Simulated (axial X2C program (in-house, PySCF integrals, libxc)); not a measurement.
**CuCN: bond lengths and stretches, held linear**

Aim: the two bond lengths and stretching wavenumbers of linear CuCN, with and without spin–orbit coupling, at PBE0, PBE.

Computed with an in-house X2C program for linear molecules on PySCF integrals. Level: all-electron X2C, two-component (2c) or spin-free, Cu dyall-v3z, C dyall-v3z, N dyall-av3z.

All values are calculated.

2 further runs of the same task are left out: 2 set aside as unsound or not needed.

## (1) Input

The input, task.json:

```json
{"zs": [29, 6, 7], "q": 0, "bas": ["dyall-v3z", "dyall-v3z", "dyall-av3z"], "r0": [1.82, 1.16], "symm": 0, "scan": ["PBE0", "HF", "PBE"], "levels": ["PBE0", "HF", "TPSSh"], "nst": 2}
```

Keys: zs atomic numbers; q charge; bas basis sets; r0 starting distance in Å; symm equal bonds; scan levels of the two-bond scan; levels methods; nst determinants followed.

Command:

```bash
> python solin.py task.json out
```

Masses Cu 62.930, C 12.000, N 14.003 u.

## (2) Scan at PBE0, 2c

State: Ω = 0 (all partner blocks equally filled). Energies above the lowest point, from the job's result record:

| r(Cu–C) (Å) | r(C–N) (Å) | E (meV) |
| --- | --- | --- |
| 1.7726 | 1.1290 | 64.37 |
| 1.7726 | 1.1580 | 16.25 |
| 1.7726 | 1.1869 | 67.32 |
| 1.8180 | 1.1290 | 46.97 |
| 1.8180 | 1.1580 | 0.00 |
| 1.8180 | 1.1869 | 52.21 |
| 1.8180 | 1.2159 | 186.85 |
| 1.8634 | 1.1290 | 63.57 |
| 1.8634 | 1.1580 | 17.45 |
| 1.8634 | 1.1869 | 70.50 |
| 1.9089 | 1.1580 | 62.04 |
| 1.9089 | 1.2159 | 251.73 |

A quadratic surface with cubic terms in each bond gives the minimum at 1.816 and 1.156 Å, force constants 2.64, 19.1 and coupling 0.10 mdyn/Å.

## (3) Scan at PBE, 2c

State: Ω = 0 (all partner blocks equally filled). Energies above the lowest point, from the job's result record:

| r(Cu–C) (Å) | r(C–N) (Å) | E (meV) |
| --- | --- | --- |
| 1.7726 | 1.1290 | 94.65 |
| 1.7726 | 1.1580 | 0.53 |
| 1.7726 | 1.1869 | 4.43 |
| 1.8180 | 1.1290 | 92.45 |
| 1.8180 | 1.1580 | 0.00 |
| 1.8180 | 1.1869 | 5.57 |
| 1.8180 | 1.2159 | 92.21 |
| 1.8634 | 1.1290 | 122.81 |
| 1.8634 | 1.1580 | 31.70 |
| 1.8634 | 1.1869 | 38.59 |
| 1.9089 | 1.1580 | 89.07 |
| 1.9089 | 1.2159 | 186.02 |

A quadratic surface with cubic terms in each bond gives the minimum at 1.795 and 1.171 Å, force constants 2.76, 17.3 and coupling 0.16 mdyn/Å.

## (4) Scan at PBE0, spin-free

State: M_S = 0, Λ = 0 (closed shell). Energies above the lowest point, from the job's result record:

| r(Cu–C) (Å) | r(C–N) (Å) | E (meV) |
| --- | --- | --- |
| 1.7726 | 1.1290 | 64.24 |
| 1.7726 | 1.1580 | 16.21 |
| 1.7726 | 1.1869 | 67.35 |
| 1.8180 | 1.1290 | 46.87 |
| 1.8180 | 1.1580 | 0.00 |
| 1.8180 | 1.1869 | 52.29 |
| 1.8180 | 1.2159 | 187.00 |
| 1.8634 | 1.1290 | 63.54 |
| 1.8634 | 1.1580 | 17.54 |
| 1.8634 | 1.1869 | 70.68 |
| 1.9089 | 1.1580 | 62.23 |
| 1.9089 | 1.2159 | 252.12 |

A quadratic surface with cubic terms in each bond gives the minimum at 1.816 and 1.156 Å, force constants 2.64, 19.1 and coupling 0.10 mdyn/Å.

## (5) The levels side by side

| level | r(Cu–C) (Å) | r(C–N) (Å) | lower stretch (cm⁻¹) | upper stretch (cm⁻¹) |
| --- | --- | --- | --- | --- |
| PBE0, 2c | 1.816 | 1.156 | 484.6 | 2280.6 |
| PBE, 2c | 1.795 | 1.171 | 495.4 | 2170.8 |
| PBE0, spin-free | 1.816 | 1.156 | 485.0 | 2280.5 |
| PBE, spin-free | 1.795 | 1.171 | 495.8 | 2170.7 |

Scans not shown above were run alike.

**Reading.** Over the levels the Cu–C bond spans 1.795 to 1.816 Å and the C–N bond 1.156 to 1.171 Å. At PBE0 spin–orbit coupling leaves both bonds unchanged to 0.001 Å. Each state is one determinant, the lowest of a limited PBE0 search; the stretches come from a fit to few points and are good to some per cent at best. The molecule was held linear; bending was not examined, so a bent shape may lie lower.
